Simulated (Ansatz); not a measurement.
Task: a polarisability from point charges of CH3NOSi, SMILES O=C1N[SiH2]1, with Ansatz 0.2.0 through its Python package. Give the script and its output. Level of theory (for the species named): PBE, def2-SVPD basis, multiplicity 1.

```csv
atom,x (Å),y (Å),z (Å)
O,-1.0704,-1.9254,0.0369
C,-0.5701,-0.8377,0.1994
N,0.3266,-0.2124,0.9009
Si,-0.1639,0.6983,-0.5915
H,1.2805,-0.6363,0.8354
H,-0.7731,1.9793,-0.0469
H,1.0317,0.8663,-1.3799
```

The script, `ch3nosi.py`:
```python
"""Response of CH3NOSi to a pair of distant point charges."""

import ansatz as az
import numpy as np

BASIS = "def2-SVPD"
FUNCTIONAL = "pbe"


def main() -> None:
    geometry_ang = [
        ("O", [-1.0704, -1.9254, 0.0369]),
        ("C", [-0.5701, -0.8377, 0.1994]),
        ("N", [0.3266, -0.2124, 0.9009]),
        ("Si", [-0.1639, 0.6983, -0.5915]),
        ("H", [1.2805, -0.6363, 0.8354]),
        ("H", [-0.7731, 1.9793, -0.0469]),
        ("H", [1.0317, 0.8663, -1.3799]),
    ]
    ch3nosi = az.Crystal.molecule()
    for symbol, xyz in geometry_ang:
        ch3nosi = ch3nosi.atom(symbol, xyz)

    calc = (
        ch3nosi.calculation()
        .basis(gaussian=BASIS)
        .functional(FUNCTIONAL)
        .forces()
    )
    # charges +q and -q at -R and +R make a nearly even field 2 k q / R^2 at the centre
    centre = np.mean([site.position_ang for site in ch3nosi.cartesian_sites], axis=0)
    field = 2 * 14.399645 * 2.0 / 40.0 ** 2


    def dipole(axis, sign):
        arm = 40.0 * np.eye(3)[axis]
        pair = [{"charge": sign * 2.0, "position_ang": (centre - arm).tolist()}, {"charge": -sign * 2.0, "position_ang": (centre + arm).tolist()}]
        deck = calc.input().set(az.key.basis.gaussian.point_charges, pair)
        return np.array(az.Session.from_dict(deck).plan().execute().report["charge_distribution"]["dipole_moment_e_ang"])


    print(f"field {field:.4f} V/A")
    alpha = np.array([(dipole(axis, 1) - dipole(axis, -1)) / (2 * field) * 14.399645 for axis in range(3)])
    print("polarisability tensor (A^3)")
    print(np.array2string(alpha, precision=3, suppress_small=True))
    print(f"mean {np.trace(alpha) / 3:.3f} A^3 = {np.trace(alpha) / 3 / 0.14818471:.2f} bohr^3")


if __name__ == "__main__":
    main()
```

```console
$ python ch3nosi.py
field 0.0360 V/A
polarisability tensor (A^3)
[[ 6.765  0.621  0.248]
 [ 0.623  9.722 -1.393]
 [ 0.249 -1.394  7.163]]
mean 7.883 A^3 = 53.20 bohr^3
```

The geometry is a force-field or estimated start, not a minimum of this method, and the basis set is short of its limit. The field of two point charges is only nearly even. The whole script took 18 s on 1 thread of Arm Neoverse V1 (shared host), peak memory 0.2 GiB.

(Lines on the test bed's own set-up are left out of the output.)
